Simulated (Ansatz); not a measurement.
# C₂H₅AlBF: small, medium and large basis sets

An exercise on one series of results from a longer session: the logs are not shown, and one member is left open.

The runs use Ansatz 0.2.0, Gaussian basis; one geometry, several basis sets.

Levels to be run: PBE0-D4/def2-SVP; ωB97M-V/def2-SVP; PBE0-D4/def2-QZVPP; ωB97M-V/def2-QZVPP; the functionals' def2-TZVPP values are taken from earlier runs.

## Structure used throughout

The geometry comes from an earlier relaxation with PBE0-D4 in a triple-zeta def2 set; it is a stationary point, not always the lowest conformer.

10 atoms, charge 0, spin multiplicity 1.

Atoms are counted from 1 here; the program's logs count them from 0.

Bond lengths: C1–B2 1.561 Å, C1–H6 1.093 Å, C1–H7 1.094 Å, C1–H8 1.093 Å, B2–Al3 1.979 Å, B2–C4 1.460 Å, Al3–C4 2.152 Å, Al3–H9 1.590 Å, C4–F5 1.357 Å, C4–H10 1.119 Å. Angles: B2–C1–H6 111.9°, B2–C1–H7 111.3°, B2–C1–H8 111.4°, H6–C1–H7 107.8°, H6–C1–H8 107.8°, H7–C1–H8 106.5°, C1–B2–Al3 149.9°, C1–B2–C4 134.3°, Al3–B2–C4 75.8°, B2–Al3–C4 41.1°, B2–Al3–H9 162.7°, C4–Al3–H9 121.6°, B2–C4–Al3 63.1°, B2–C4–F5 127.3°, B2–C4–H10 128.4°, Al3–C4–F5 169.6°, Al3–C4–H10 65.4°, F5–C4–H10 104.2°.

As a file:

```tsv
atom	x (Å)	y (Å)	z (Å)
C1	-1.6941	0.2359	0.1092
B2	-0.1835	-0.0570	-0.1524
Al3	1.2469	-0.7533	-1.3292
C4	1.0435	0.1567	0.6101
F5	1.1604	0.7129	1.8427
H6	-1.8560	0.6946	1.0884
H7	-2.1048	0.9101	-0.6475
H8	-2.2905	-0.6795	0.0661
H9	2.6670	-1.1739	-1.9062
H10	2.0944	-0.0978	0.3219
```

Set-up of the first run:

File in.yaml:

```yaml
crystal:
  periodic: [false, false, false]
  atoms:
    - {symbol: C, position_ang: [-1.694124, 0.235950, 0.109241]}
    - {symbol: B, position_ang: [-0.183509, -0.056992, -0.152413]}
    - {symbol: Al, position_ang: [1.246862, -0.753279, -1.329222]}
    - {symbol: C, position_ang: [1.043469, 0.156693, 0.610059]}
    - {symbol: F, position_ang: [1.160439, 0.712904, 1.842695]}
    - {symbol: H, position_ang: [-1.856008, 0.694619, 1.088353]}
    - {symbol: H, position_ang: [-2.104797, 0.910124, -0.647472]}
    - {symbol: H, position_ang: [-2.290479, -0.679545, 0.066104]}
    - {symbol: H, position_ang: [2.666960, -1.173912, -1.906210]}
    - {symbol: H, position_ang: [2.094385, -0.097762, 0.321866]}
basis:
  gaussian: {orbitals: def2-SVP}
hamiltonian: {xc: pbe0, dispersion: d4}
output: {orbitals: {seedname: orbitals}}
```

Launch:

```console
$ ansatz run in.yaml --threads 2 --pin off --events-out ev --progress --plain --max-ram 4352MiB
```

Among the steps run: PBE0-D4 in def2-SVP; ωB97M-V in def2-SVP; PBE0-D4 in def2-QZVPP; ωB97M-V in def2-QZVPP.

One of the session's tables, all rows but one given; the rest of the session is left out.

It belongs to the step «Functionals by basis». 

| functional | basis | HOMO (eV) |
| --- | --- | --- |
| PBE0-D4 | def2-SVP | ? |
| PBE0-D4 | def2-TZVPP | -6.68 |
| PBE0-D4 | def2-QZVPP | -6.70 |
| ωB97M-V | def2-SVP | -8.68 |
| ωB97M-V | def2-TZVPP | -8.78 |
| ωB97M-V | def2-QZVPP | -8.80 |

Q: Estimate the row for PBE0-D4, def2-SVP from the others.

The run gave: HOMO (eV): -6.62. In the column «HOMO (eV)» it is the highest.
